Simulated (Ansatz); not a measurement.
# FH6OPSi: the cost of one run

Method: RKS PBE0-D4/6-31G*, in Ansatz 0.2.0.

## Step 1: The structure to begin with

Bond lengths: Si1–F3 1.590 Å, Si1–H4 1.459 Å, Si1–O5 1.679 Å, O5–H6 1.010 Å, Si1–P7 2.480 Å, P7–H8 1.420 Å, P7–H9 1.420 Å. Angles: F3–Si1–H4 109.5°, F3–Si1–O5 109.5°, F3–Si1–P7 67.2°, H4–Si1–O5 109.5°, H4–Si1–P7 176.6°, O5–Si1–P7 72.8°, Si1–O5–H6 109.5°, Si1–P7–H8 109.5°, Si1–P7–H9 109.5°, H8–P7–H9 109.4°.

Coordinates:

```xyz
10

Si    0.0000    0.0000    0.0000
H     0.0000    0.0000    1.8100
F     1.4994    0.0000   -0.5295
H    -0.6877    1.1914   -0.4862
O    -0.7913   -1.3709   -0.5594
H    -1.2459   -1.8365    0.2129
P     1.2944   -1.9656    0.7820
H     0.4981   -3.1353    0.6631
H     2.4646   -2.1080   -0.0096
H     0.5220   -0.7926    1.8858
```

## Step 2: Pulling towards end A

Springs on the bonds that form and break draw the guess towards this end; the thresholds are loose.

File input.yaml:

```yaml
crystal:
  periodic: [false, false, false]
  atoms:
    - { symbol: Si, position_ang: [0.0, 0.0, 0.0] }
    - { symbol: H, position_ang: [0.0, 0.0, 1.81] }
    - { symbol: F, position_ang: [1.4994, 0.0, -0.5295] }
    - { symbol: H, position_ang: [-0.6877, 1.1914, -0.4862] }
    - { symbol: O, position_ang: [-0.7913, -1.3709, -0.5594] }
    - { symbol: H, position_ang: [-1.2459, -1.8365, 0.2129] }
    - { symbol: P, position_ang: [1.2944, -1.9656, 0.782] }
    - { symbol: H, position_ang: [0.4981, -3.1353, 0.6631] }
    - { symbol: H, position_ang: [2.4646, -2.108, -0.0096] }
    - { symbol: H, position_ang: [0.522, -0.7926, 1.8858] }
basis:
  gaussian: { orbitals: "6-31G*" }
hamiltonian:
  xc: pbe0
  dispersion: d4
relax:
  f_tol: 0.15
  max_steps: 25
  restrain:
    - { distance: [0, 6], at: 3.38, k: 30.0 }
    - { distance: [9, 1], at: 1.86, k: 30.0 }
    - { distance: [0, 1], at: 1.46, k: 30.0 }
    - { distance: [9, 6], at: 1.42, k: 30.0 }
```

Started as:

```sh
ansatz run input.yaml --threads 1 --pin off --max-ram 2048MiB --backend cpu --events-out ev --progress --plain --runs-dir out
```

Q: Estimate wall time and peak memory on 1 thread of Arm Neoverse V1, shared host.

About 74 s, with a peak of 0.16 GiB.
